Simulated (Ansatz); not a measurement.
# SiGeH+ (singlet): the correlation ladder, cc-pVTZ

The task here is to estimate one member of a computed series from the others.

The runs use Ansatz 0.2.0, Gaussian basis; cc-pVTZ, core rule «outside noble gas», up to 19 orbitals frozen.

Plan: UHF; CCSD(T) on RHF; CCSD(T) on UHF; BCCD(T) on RHF; CCSDT(Q) on RHF; CCSDT(Q) on UHF; CASSCF and MRCISD+Q, 8 electrons in 9 orbitals; CASSCF and NEVPT2, 8 electrons in 9 orbitals.

3 further runs of the same task are left out: 3 set aside as unsound or not needed.

### What is computed

The geometry is a PBE0/def2-TZVP stationary point (not a proven minimum) of the parent state, kept for this charge and spin. No spin-orbit coupling is included. The filled d shell of Ge may be among the frozen orbitals whatever the setting's name suggests; the logs give the count.

3 atoms, charge 1, spin multiplicity 1.

Atoms are counted from 1 here; the program's logs count them from 0.

Bond lengths: Si1–Ge2 2.190 Å, Si1–H3 1.495 Å. Angles: Ge2–Si1–H3 180.0°.

The first run:

in.yaml

```yaml
crystal:
  periodic: [false, false, false]
  atoms:
    - {symbol: Si, position_ang: [0.000000, 0.000000, 0.231514]}
    - {symbol: Ge, position_ang: [0.000000, 0.000000, -1.958437]}
    - {symbol: H, position_ang: [0.000000, 0.000000, 1.726924]}
basis:
  gaussian: {orbitals: cc-pVTZ}
total_charge: 1
magnetization: {spin_polarized: true, initial_magnetization: 0}
hamiltonian: {xc: hf}
output: {orbitals: {seedname: orbitals}}
```

Started as:

```sh
$ ansatz run in.yaml --threads 1 --pin off --events-out ev --progress --plain --max-ram 4096MiB --backend cpu
```

Steps of the session up to this table: UHF; CCSD(T) on RHF; CCSD(T) on UHF; BCCD(T) on RHF; CCSDT(Q) on RHF; CCSDT(Q) on UHF; CASSCF and MRCISD+Q, 8 electrons in 9 orbitals; CASSCF and NEVPT2, 8 electrons in 9 orbitals.

One of the session's tables, all rows but one given; the rest of the session is left out.

It belongs to the step «Misses and costs». 

| method | from RCCSDT(Q) (meV) |
| --- | --- |
| RHF | ? |
| UHF | +4879.8 |
| RMP2 | +1414.9 |
| UMP2 | +886.1 |
| RCCSD | +483.1 |
| UCCSD | -9.6 |
| RCCSD(T) | +196.5 |
| UCCSD(T) | -276.9 |
| BCCD(T) | +196.5 |
| RCCSDT | +82.9 |
| UCCSDT | -454.6 |
| RCCSDT(Q) | 0 |
| UCCSDT(Q) | -539.2 |
| CASSCF valence | +3411.5 |
| NEVPT2 valence | +1004.5 |
| MRCISD valence | +398.3 |
| MRCISD+Q valence | +184.4 |

Estimate the missing values for RHF.

**Answer.** from RCCSDT(Q) (meV): +5861.1. In the column «from RCCSDT(Q) (meV)» it is the highest.

Limits of these values: The determinant is far from a pure spin state, so its energy mixes those of several spin states (harmless only where they are near-degenerate, as at dissociation). The report flags that the cluster equations may have other roots. The program flags UCCSD(T), RCCSDT(Q), UCCSDT(Q) as in doubt, so the zero of the table is itself unsure. Warnings: restricted reference is unstable; spin contamination. Restricted and unrestricted rows rest on different reference determinants; where their highest levels disagree by more than a few hundredths of an eV, they describe different states and don't form one ladder.
